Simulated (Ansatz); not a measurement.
# C2H2N2O2Si: how energies converge with the basis set

An exercise on one series of results from a longer session: the logs are not shown, and one member is left open.

Program: Ansatz 0.2.0, Gaussian basis. Level of theory: one geometry, several basis sets. These are calculated values, not measurements.

Levels to be run: PBE0-D4/def2-SVP; ωB97M-V/def2-SVP; PBE0-D4/def2-QZVPP; ωB97M-V/def2-QZVPP; the functionals' def2-TZVPP values are taken from earlier runs.

## The geometry

An earlier PBE0-D4 in a triple-zeta def2 set relaxation fixed the geometry.

9 atoms, charge 0, spin multiplicity 1.

Atoms are counted from 1 here; the program's logs count them from 0.

Bond lengths: O1–C2 1.162 Å, C2–N3 1.194 Å, N3–Si4 1.699 Å, Si4–N5 1.699 Å, Si4–H8 1.475 Å, Si4–H9 1.475 Å, N5–C6 1.194 Å, C6–O7 1.162 Å. Angles: O1–C2–N3 178.5°, C2–N3–Si4 165.6°, N3–Si4–N5 110.5°, N3–Si4–H8 108.6°, N3–Si4–H9 108.6°, N5–Si4–H8 108.6°, N5–Si4–H9 108.6°, H8–Si4–H9 111.9°, Si4–N5–C6 165.5°, N5–C6–O7 178.5°.

The first run:

Input file in.yaml:

```yaml
crystal:
  periodic: [false, false, false]
  atoms:
    - {symbol: O, position_ang: [-2.752419, -0.382898, -1.952526]}
    - {symbol: C, position_ang: [-1.877967, -0.606659, -1.219991]}
    - {symbol: N, position_ang: [-0.990091, -0.866266, -0.465284]}
    - {symbol: Si, position_ang: [0.374231, -0.827885, 0.547089]}
    - {symbol: N, position_ang: [1.071686, 0.721762, 0.548562]}
    - {symbol: C, position_ang: [1.333075, 1.872040, 0.364464]}
    - {symbol: O, position_ang: [1.612111, 2.989034, 0.203862]}
    - {symbol: H, position_ang: [1.367876, -1.790667, 0.034981]}
    - {symbol: H, position_ang: [-0.050100, -1.154860, 1.921743]}
basis:
  gaussian: {orbitals: def2-SVP}
hamiltonian: {xc: pbe0, dispersion: d4}
output: {orbitals: {seedname: orbitals}}
```

Launch:

```bash
$ ansatz run in.yaml --threads 4 --pin off --events-out ev --progress --plain --max-ram 10444MiB
```

Among the steps run: PBE0-D4 in def2-SVP; ωB97M-V in def2-SVP; PBE0-D4 in def2-QZVPP; ωB97M-V in def2-QZVPP.

One table of the session follows, with a row left open; its other results are not shown here.

```
functional       basis  HOMO (eV)  LUMO (eV)
   PBE0-D4    def2-SVP      -8.64       0.05
   PBE0-D4  def2-TZVPP          ?          ?
   PBE0-D4  def2-QZVPP      -8.80      -0.29
   ωB97M-V    def2-SVP     -10.78       2.22
   ωB97M-V  def2-TZVPP     -10.96       1.70
   ωB97M-V  def2-QZVPP     -10.99       1.20
```

Estimate the missing values for PBE0-D4, def2-TZVPP.

**Answer.** HOMO (eV): -8.77; LUMO (eV): -0.20. In the column «HOMO (eV)» it lies between PBE0-D4, def2-QZVPP (-8.80) and PBE0-D4, def2-SVP (-8.64).
